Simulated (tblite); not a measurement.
# C2H12N2SeSi2: the cost of one run

Programs: tblite 0.8.0 and PySCF 2.14.0, with density-fitted response routines of our own. Each step states its level of theory. These are calculated values for one molecule in the gas phase, unless marked as measured. Atoms are numbered from 0 throughout.

### Step 1. Starting geometry

19 atoms, charge 0, multiplicity 1; geometry from: force field or distance geometry start.

Bonds of the start (Å): C0–C1 1.53, C1–Si2 1.89, Si2–N3 1.78, Si2–N4 1.79, Si2–Se5 2.23, Se5–Si6 2.26, C0–H7 1.12, C0–H8 1.11, C0–H9 1.11, C1–H10 1.10, C1–H11 1.12, N3–H12 1.04, N3–H13 1.05, N4–H14 1.03, N4–H15 1.04, Si6–H16 1.47, Si6–H17 1.49, Si6–H18 1.47.

### Step 2. Geometry optimisation with GFN2-xTB

Job settings and geometry (Å):

```
{"job": {"kind": "relax", "xc": "GFN2-xTB", "basis": "xTB"}, "charge": 0, "multiplicity": 1}
C     -1.848800    -1.411700     0.686600
C     -1.864100     0.110700     0.503100
Si    -0.107100     0.727600     0.189800
N      0.064100     0.806300    -1.584600
N     -0.076100     2.416300     0.787500
Se     1.285300    -0.653700     1.249400
Si     3.254800    -1.030200     0.205600
H     -1.068700    -1.699800     1.435100
H     -1.576600    -1.928900    -0.254700
H     -2.838300    -1.781500     1.041700
H     -2.514000     0.351300    -0.353600
H     -2.308900     0.616200     1.401100
H     -0.610700     1.485300    -1.997200
H     -0.024100    -0.129800    -2.041200
H     -0.523600     2.550800     1.704200
H     -0.364900     3.109200     0.074100
H      3.042000    -1.590300    -1.137000
H      3.961900    -2.099100     0.962900
H      4.108000     0.160500     0.150000
```

The run is started by

```console
> OMP_NUM_THREADS=1 python probes_run.py task.json out
```

The driver reads the jobs from task.json and runs them one after another.

**Question.** How long does this first job take on 1 thread of Arm Neoverse N1, shared host?

About 3.9 s.
